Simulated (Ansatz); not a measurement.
The system is Cu2B.

```xyz
6
Lattice="0.0000 3.2835 3.2835 3.2835 0.0000 3.2835 3.2835 3.2835 0.0000" Properties=species:S:1:pos:R:3 pbc="T T T"
Cu    0.8209    0.8209    0.8209
Cu    0.8209    2.4626    2.4626
Cu    2.4626    2.4626    0.8209
Cu    2.4626    0.8209    2.4626
B     3.2835    3.2835    3.2835
B     4.9252    4.9252    4.9252
```

The cell was built by a generator and needn't be a form met in nature.

| Item | Value |
| --- | --- |
| Program | Ansatz 0.2.0 |
| Task | relaxation of cell and atoms |
| Functional | LDA |
| Potentials or basis | Ansatz PAW |
| Cutoff | 420 eV (not typed: the program's choice for these potentials) |
| k mesh | 5 × 5 × 5 |
| Occupations | fermi-dirac, width 0.05 eV |
| Spin | no spin polarisation |

At the start: volume 11.80 Å³/atom.

Q: Where does the relaxation end?

A: It ends after 6 steps and the volume is 10.82 Å³/atom (-8.3 %); space group Fd-3m (No. 227, to 0.05 Å).

Step by step:
```tsv
step	energy change (eV)	largest force (eV/Å)	volume (Å³)
1	0.0000	0.0000	70.80
2	-0.1830	0.0000	67.51
3	-0.2321	0.0000	64.46
4	-0.2335	0.0000	64.97
5	-0.2335	0.0000	64.94
6	-0.2295	0.0000	64.94
```

Final structure:
```
Cu B
1.0
     0.00000    3.19023    3.19023
     3.19023    0.00000    3.19023
     3.19023    3.19023    0.00000
Cu B
4 2
Direct
  0.12500 0.12500 0.12500
  0.62500 0.12500 0.12500
  0.12500 0.12500 0.62500
  0.12500 0.62500 0.12500
  0.50000 0.50000 0.50000
  0.75000 0.75000 0.75000
```

Caveat: the plane-wave basis is chosen anew once the cell has moved, so the energies of steps on either side of that aren't comparable; the PAW data sets come from PBE, with cores solved anew for the run's functional, which leaves a small shift of forces and pressure.
